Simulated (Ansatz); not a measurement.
# MoI (P1) in Ansatz: convergence with smearing width

Aim: find how far smearing width must go before the results for MoI settle, at PBE. This setting moves, with any that are tied to it; all else stays.

All numbers are computed with Ansatz 0.2.0; they aren't measurements. Logs are shortened: lines on timing, memory, paths and dates and some standing lists are left out, and cuts for length are marked.

## (1) The cell of the first run

The typed cell holds 2 atoms: a = 3.623 Å, b = 3.623 Å, c = 5.042 Å, α = 90.00°, β = 90.00°, γ = 90.00°.

The cell was built by a generator and needn't be a form met in nature.

The cell isn't the ideal one: atoms moved at random, drawn with an rms of 0.05 Å.

## (2) With smearing width 0.3 eV

input.yaml reads:

```yaml
crystal:
  lattice:
    - [3.62326282, 0.0, 0.0]
    - [0.0, 3.62326282, 0.0]
    - [0.0, 0.0, 5.04208141]
  atoms:
    - { symbol: Mo, position: [0.501747, 0.487191, 0.500019] }
    - { symbol: I, position: [-0.003295, -0.010383, 0.50973] }
hamiltonian:
  xc: pbe
  pseudopotentials: { kind: nc, accuracy: stringent }
kpoints:
  mp_grid: { grid: [5, 5, 4] }
scf:
  occupations: { method: gaussian, width: 0.3 }
output:
  forces: true
  stress: true
  eigenvalues: true
```

Potentials or basis: PseudoDojo stringent (PBE files).

Command:

```sh
> ansatz run input.yaml --threads 2 --pin off --max-ram 5632MiB --backend cpu --events-out ev --progress --plain --runs-dir out
```

The program printed:

```text
Warning: RAYON_NUM_THREADS=2 ignored (pool sized by the plan → 2); use --threads N
Engine: ansatz 0.2.0, aarch64-unknown-linux-gnu
Pseudopotentials: kind: nc
Pseudopotential: Mo, nc, valence charge 14, recommended cutoff 1088.45545 eV (normal), Mo.nc.azcp (PseudoDojo's, or run here from an input of PseudoDojo's; its table is named by hamiltonian.pseudopotentials.accuracy)
Pseudopotential: I, nc, valence charge 25, recommended cutoff 1530 eV (normal), I.nc.azcp (PseudoDojo's, or run here from an input of PseudoDojo's; its table is named by hamiltonian.pseudopotentials.accuracy)
Functional definition: PBE
  parameter kappa = 0.804
  parameter beta = 0.06672455060314922
  exchange = pbe_x(kappa = kappa, mu = beta*pi^2/3)
  correlation = pbe_c(beta = beta)
Crystal: 2 atoms, lattice volume = 66.193 Å³
Basis set: ecut = 1530 eV, 9013 PW (Γ), exchange–correlation on 96×96×144 points (8 copies of the dense FFT grid, shifted against one another)
Bands: 24, of which v1, the nominal top of the filled ones, is band 20 counted from 1 (19 counted from 0)
Symmetry: 1 space group operations
Space group: P1 (ITA 1), of the structure as read, at distance tolerance 4.0e-5 Å
k-points: 51 of 100 (time reversal used)
Non-local potential: Mo, projectors of the file, l = 0: 2, l = 1: 2, l = 2: 2
Non-local potential: I, projectors of the file, l = 0: 2, l = 1: 2, l = 2: 2, l = 3: 2
Initial density: superposition of atomic densities (chi_scale 0.1, normalization cell, long waves kept (reshape's long-wave potential 0.00 eV rms))
Initial wavefunctions: pseudopotential atomic-orbital guess
Functional: x = pbe(κ = 0.804, μ = 0.2195149727645171), c = pbe(β = 0.06672455060314922)
SCF iter   1: F=—  HF=-10418.889734 eV  |F-HF|=—  |Δ(HF+E_count)|=         —  Δρ=5.26e-2  dr2=3.19e0  ethr=3.10e-3  ⟨swp⟩=7.7  Hψ=6299  notcnv=0
preconditioner: auto → LDOS  [metal: Δε(μ)=0.125 eV  Ē_g=7.489 eV  σ=0.300 eV  W_gap=0.23  n_scr=20 (ndim 8)  ℏωp=16.5 eV  f_vac=0.281  D(μ)=4.48/eV (n_scr^D=48)  β→1.0]
SCF iter   2: F=—  HF=-10418.085524 eV  |F-HF|=—  |Δ(HF+E_count)|=   8.04e-1  Δρ=1.61e-2  dr2=1.29e-1  ethr=3.10e-3  ⟨swp⟩=3.7  Hψ=2641  notcnv=0
SCF iter   3: F=—  HF=-10418.066954 eV  |F-HF|=—  |Δ(HF+E_count)|=   1.86e-2  Δρ=5.25e-3  dr2=1.57e-2  ethr=3.31e-4  ⟨swp⟩=2.5  Hψ=2364  notcnv=0
SCF iter   4: F=—  HF=-10418.064620 eV  |F-HF|=—  |Δ(HF+E_count)|=   2.33e-3  Δρ=1.70e-3  dr2=1.92e-3  ethr=4.03e-5  ⟨swp⟩=2.5  Hψ=2055  notcnv=0
SCF iter   5: F=—  HF=-10418.064428 eV  |F-HF|=—  |Δ(HF+E_count)|=   1.92e-4  Δρ=3.19e-4  dr2=4.86e-5  ethr=4.92e-6  ⟨swp⟩=2.2  Hψ=1629  notcnv=0
SCF iter   6: F=—  HF=-10418.064444 eV  |F-HF|=—  |Δ(HF+E_count)|=   1.67e-5  Δρ=5.94e-5  dr2=1.02e-6  ethr=1.25e-7  ⟨swp⟩=3.3  Hψ=2447  notcnv=0
SCF iter   7: F=-10418.064445 eV  HF=-10418.064445 eV  |F-HF|=1.18e-10  |Δ(HF+E_count)|=   8.89e-8  Δρ=6.90e-6  dr2=1.46e-8  ethr=2.56e-10  ⟨swp⟩=13.9  Hψ=8305  notcnv=0
SCF 1 converged in 7 iterations: F = -10418.064445 eV  dr2 = 1.46e-8
SCF converged after 7 iterations
Free energy (F): -10418.064445 eV
Harris-Foulkes:  -10418.064445 eV  (|F-HF|=1.18e-10)
Internal energy: -10417.854430 eV  (E = F + TS)
E sigma→0 (E₀):  -10417.959437 eV
Entropy (-TS):   -0.210015 eV (-105.007 meV/atom)
Fermi energy:    9.830034 eV
--- Per-component energies (eV) ---
  E_band       = -1593.218430
  E_kinetic    = 3498.343602
  E_local      = -12804.530417  (includes V_loc(G=0)·N_el)
  E_nonlocal   = 52.235296
  E_hartree    = 4405.021071
  E_xc         = -1362.815036
  E_vxc        = -1149.303243  (∫ρ·V_xc dr)
  E_ewald      = -4206.108946
  E_smearing   = -0.210015  (= −TS)
  E_closure    = -0.000000  (closes the sum)
  Σ components = -10418.064445   (vs F -10418.064445, Δ=0.00e0)
--- Forces (eV/Å), atoms counted from 1 ---
  atom   1  Mo    -0.17635226     0.08552159    -0.14177558
  atom   2  I      0.17638831    -0.08555108     0.14176343
  max |Σ_I F_I| component: 3.60e-5 eV/Å
--- Stress (GPa, compression-positive) ---
       17.318981      -0.057665       0.020196
       -0.057665      17.347750      -0.009799
        0.020196      -0.009799      -2.386107
  P = ⅓ Tr σ = 10.7602 GPa (107.602 kbar)
--- Band table (eV; the first three rows and the last of 51) ---
  k-point 0: bands = ["-167.7987", "-114.7944", "-114.7827", "-114.7825", "-50.8564", "-37.5772", "-37.5425", "-37.5342", "-37.5189", "-37.5188", "-25.2548", "-25.2539", "-24.7049", "-6.2607", "4.9054", "6.2514", "6.3432", "6.4669", "8.3285", "8.5047", "9.6903", "9.6913", "12.6437", "14.9870"]
  k-point 1: bands = ["-167.7987", "-114.7944", "-114.7827", "-114.7825", "-50.8564", "-37.5772", "-37.5425", "-37.5342", "-37.5189", "-37.5188", "-25.2548", "-25.2539", "-24.7052", "-6.2491", "4.6085", "6.2611", "6.3549", "6.4765", "8.3296", "9.0939", "9.6571", "9.6580", "12.7758", "14.6662"]
  k-point 2: bands = ["-167.7987", "-114.7944", "-114.7827", "-114.7825", "-50.8564", "-37.5772", "-37.5425", "-37.5342", "-37.5189", "-37.5188", "-25.2548", "-25.2538", "-24.7055", "-6.2374", "4.3621", "6.2708", "6.3667", "6.4863", "8.3308", "9.6237", "9.6248", "9.7019", "13.4068", "13.4642"]
  k-point 50: bands = ["-167.7987", "-114.7944", "-114.7827", "-114.7826", "-50.8510", "-37.5808", "-37.5446", "-37.5273", "-37.5203", "-37.5192", "-25.3307", "-25.2551", "-24.6958", "-5.2286", "2.3053", "3.7605", "4.8476", "9.0172", "9.6338", "9.9770", "10.4948", "12.0397", "13.2052", "15.1423"]
```

It took 21 s on 2 threads of Arm Neoverse V1, shared host; peak memory 0.64 GiB.

Results:

| Item | Value |
| --- | --- |
| Free energy | -10418.0644 eV |
| Pressure | 10.8 GPa |
| Largest force | 0.242 eV/Å |
| Band gap on the k mesh | none (metal or under the smearing width) |

## (3) With smearing width 0.2 eV

input.yaml, as its differences from that of step 2:

```diff
@@ -14,3 +14,3 @@
 scf:
-  occupations: { method: gaussian, width: 0.3 }
+  occupations: { method: gaussian, width: 0.2 }
 output:
```

Potentials or basis: PseudoDojo stringent (PBE files).

Command:

```sh
> ansatz run input.yaml --threads 2 --pin off --max-ram 5632MiB --backend cpu --events-out ev --progress --plain --runs-dir out
```

It took 21 s on 2 threads of Arm Neoverse V1, shared host; peak memory 0.64 GiB.

Results:

```
Free energy            : -10418.0026 eV
Pressure               : 10.5 GPa
Largest force          : 0.242 eV/Å
Band gap on the k mesh : none (metal or under the smearing width)
```

## (4) With smearing width 0.15 eV

input.yaml, as its differences from that of step 3:

```diff
@@ -14,3 +14,3 @@
 scf:
-  occupations: { method: gaussian, width: 0.2 }
+  occupations: { method: gaussian, width: 0.15 }
 output:
```

Command:

```sh
> ansatz run input.yaml --threads 2 --pin off --max-ram 5632MiB --backend cpu --events-out ev --progress --plain --runs-dir out
```

Wall time 26 s (2 threads of Arm Neoverse V1, shared host); peak memory 0.64 GiB.

Results:

* Free energy: -10417.9789 eV
* Pressure: 10.4 GPa
* Largest force: 0.249 eV/Å
* Band gap on the k mesh: none (metal or under the smearing width)

## (5) With smearing width 0.1 eV

input.yaml, as its differences from that of step 4:

```diff
@@ -14,3 +14,3 @@
 scf:
-  occupations: { method: gaussian, width: 0.15 }
+  occupations: { method: gaussian, width: 0.1 }
 output:
```

Command:

```sh
> ansatz run input.yaml --threads 2 --pin off --max-ram 5632MiB --backend cpu --events-out ev --progress --plain --runs-dir out
```

Wall time 22 s (2 threads of Arm Neoverse V1, shared host); peak memory 0.64 GiB.

What came out:

```yaml
Free_energy: -10417.9619 eV
Pressure: 10.3 GPa
Largest_force: 0.261 eV/Å
Band_gap_on_the_k_mesh: none (metal or under the smearing width)
```

## (6) With smearing width 0.05 eV

input.yaml, as its differences from that of step 5:

```diff
@@ -14,3 +14,3 @@
 scf:
-  occupations: { method: gaussian, width: 0.1 }
+  occupations: { method: gaussian, width: 0.05 }
 output:
```

Potentials or basis: PseudoDojo stringent (PBE files).

Command:

```sh
> ansatz run input.yaml --threads 2 --pin off --max-ram 5632MiB --backend cpu --events-out ev --progress --plain --runs-dir out
```

Run time: 23 s. Hardware: 2 threads of Arm Neoverse V1, shared host; peak memory 0.64 GiB.

It converged, with:

```
Free energy            : -10417.9528 eV
Pressure               : 10.3 GPa
Largest force          : 0.276 eV/Å
Band gap on the k mesh : none (metal or under the smearing width)
```

## (7) With smearing width 0.025 eV

input.yaml, as its differences from that of step 6:

```diff
@@ -14,3 +14,3 @@
 scf:
-  occupations: { method: gaussian, width: 0.05 }
+  occupations: { method: gaussian, width: 0.025 }
 output:
```

Command:

```sh
> ansatz run input.yaml --threads 2 --pin off --max-ram 5632MiB --backend cpu --events-out ev --progress --plain --runs-dir out
```

It took 23 s on 2 threads of Arm Neoverse V1, shared host; peak memory 0.64 GiB.

It converged, with:

```
Free energy            : -10417.9504 eV
Pressure               : 10.3 GPa
Largest force          : 0.279 eV/Å
Band gap on the k mesh : none (metal or under the smearing width)
```

## (8) With smearing width 0.01 eV

input.yaml, as its differences from that of step 7:

```diff
@@ -14,3 +14,3 @@
 scf:
-  occupations: { method: gaussian, width: 0.025 }
+  occupations: { method: gaussian, width: 0.01 }
 output:
```

Command:

```sh
> ansatz run input.yaml --threads 2 --pin off --max-ram 5632MiB --backend cpu --events-out ev --progress --plain --runs-dir out
```

It took 24 s on 2 threads of Arm Neoverse V1, shared host; peak memory 0.64 GiB.

The run converged. Its results:

| Property | Result |
| --- | --- |
| Free energy | -10417.9495 eV |
| Pressure | 10.3 GPa |
| Largest force | 0.280 eV/Å |
| Band gap on the k mesh | none (metal or under the smearing width) |

## (9) With smearing width 0.005 eV

input.yaml, as its differences from that of step 8:

```diff
@@ -14,3 +14,3 @@
 scf:
-  occupations: { method: gaussian, width: 0.01 }
+  occupations: { method: gaussian, width: 0.005 }
 output:
```

Potentials or basis: PseudoDojo stringent (PBE files).

Command:

```sh
> ansatz run input.yaml --threads 2 --pin off --max-ram 5632MiB --backend cpu --events-out ev --progress --plain --runs-dir out
```

It took 25 s on 2 threads of Arm Neoverse V1, shared host; peak memory 0.64 GiB.

The run converged. Its results:

| Property | Result |
| --- | --- |
| Free energy | -10417.9493 eV |
| Pressure | 10.2 GPa |
| Largest force | 0.281 eV/Å |
| Band gap on the k mesh | none (metal or under the smearing width) |

## (10) Summary

```csv
smearing width,"energy less the tightest run, at zero smearing (meV/atom)",pressure (GPa),largest force (eV/Å),SCF cycles,CPU time (s),peak memory (GiB)
0.3 eV,-5.11,10.76,0.242,7,41,0.64
0.2 eV,-0.18,10.52,0.242,7,41,0.64
0.15 eV,0.70,10.42,0.249,8,52,0.64
0.1 eV,0.21,10.33,0.261,8,43,0.64
0.05 eV,-0.39,10.28,0.276,8,45,0.64
0.025 eV,-0.12,10.27,0.279,8,45,0.64
0.01 eV,-0.04,10.25,0.280,9,48,0.64
0.005 eV,0.00,10.25,0.281,10,49,0.64
```

Against the tightest run, the energy stays within 1 meV/atom from 0.2 eV on; the pressure stays within 0.1 GPa from 0.1 eV on; the largest force stays within 0.005 eV/Å from 0.05 eV on. Narrower smearing needs a denser k mesh, so at a fixed mesh the narrowest width isn't the most accurate. The tightest run that finished is the yardstick and may itself not be fully converged.

Caveats: an odd number of electrons without spin polarisation forces a metal; a magnetic or distorted state may lie lower.
